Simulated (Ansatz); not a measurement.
# CH₅FSiZn: small, medium and large basis sets

One table from this session's results is given with a row withheld; the runs are named, their logs left out.

Computed with Ansatz 0.2.0, Gaussian basis. Level: one geometry, several basis sets.

Levels to be run: PBE0-D4/def2-SVP; ωB97M-V/def2-SVP; PBE0-D4/def2-QZVPP; ωB97M-V/def2-QZVPP; the functionals' def2-TZVPP values are taken from earlier runs.

**The relaxed structure**

All runs share one geometry, relaxed beforehand with PBE0-D4 in a triple-zeta def2 set.

SMILES `F[CH]([SiH3])[ZnH]`, 9 atoms, charge 0, spin multiplicity 1.

Atoms are counted from 1 here; the program's logs count them from 0.

Bond lengths: F1–C2 1.416 Å, C2–Si3 1.878 Å, C2–Zn4 1.976 Å, C2–H5 1.098 Å, Si3–H6 1.488 Å, Si3–H7 1.491 Å, Si3–H8 1.488 Å, Zn4–H9 1.539 Å. Angles: F1–C2–Si3 110.2°, F1–C2–Zn4 107.9°, F1–C2–H5 107.0°, Si3–C2–Zn4 113.6°, Si3–C2–H5 108.8°, Zn4–C2–H5 109.1°, C2–Si3–H6 110.7°, C2–Si3–H7 106.3°, C2–Si3–H8 113.2°, H6–Si3–H7 108.6°, H6–Si3–H8 108.6°, H7–Si3–H8 109.4°, C2–Zn4–H9 178.7°.

Set-up of the first run:

The input, in.yaml:

```yaml
crystal:
  periodic: [false, false, false]
  atoms:
    - {symbol: F, position_ang: [-1.414863, 0.963783, 0.921733]}
    - {symbol: C, position_ang: [-0.738471, 0.242508, -0.091317]}
    - {symbol: Si, position_ang: [1.083509, 0.697761, -0.103851]}
    - {symbol: Zn, position_ang: [-1.071010, -1.682926, 0.206351]}
    - {symbol: H, position_ang: [-1.184209, 0.539529, -1.049830]}
    - {symbol: H, position_ang: [1.739292, 0.276217, 1.163141]}
    - {symbol: H, position_ang: [1.696549, -0.061799, -1.231469]}
    - {symbol: H, position_ang: [1.323887, 2.153268, -0.300511]}
    - {symbol: H, position_ang: [-1.346086, -3.174641, 0.468852]}
basis:
  gaussian: {orbitals: def2-SVP}
hamiltonian: {xc: pbe0, dispersion: d4}
output: {orbitals: {seedname: orbitals}}
```

Among the steps run: PBE0-D4 in def2-SVP; ωB97M-V in def2-SVP; PBE0-D4 in def2-QZVPP; ωB97M-V in def2-QZVPP.

One table of the session follows, with a row left open; its other results are not shown here.

It belongs to the step «Functionals by basis». 

```
functional       basis  HOMO (eV)
   PBE0-D4    def2-SVP      -7.17
   PBE0-D4  def2-TZVPP      -7.34
   PBE0-D4  def2-QZVPP      -7.35
   ωB97M-V    def2-SVP      -9.32
   ωB97M-V  def2-TZVPP      -9.52
   ωB97M-V  def2-QZVPP          ?
```

Q: Estimate the row for ωB97M-V, def2-QZVPP from the others.

The run gave: HOMO (eV): -9.54. In the column «HOMO (eV)» it is the lowest.
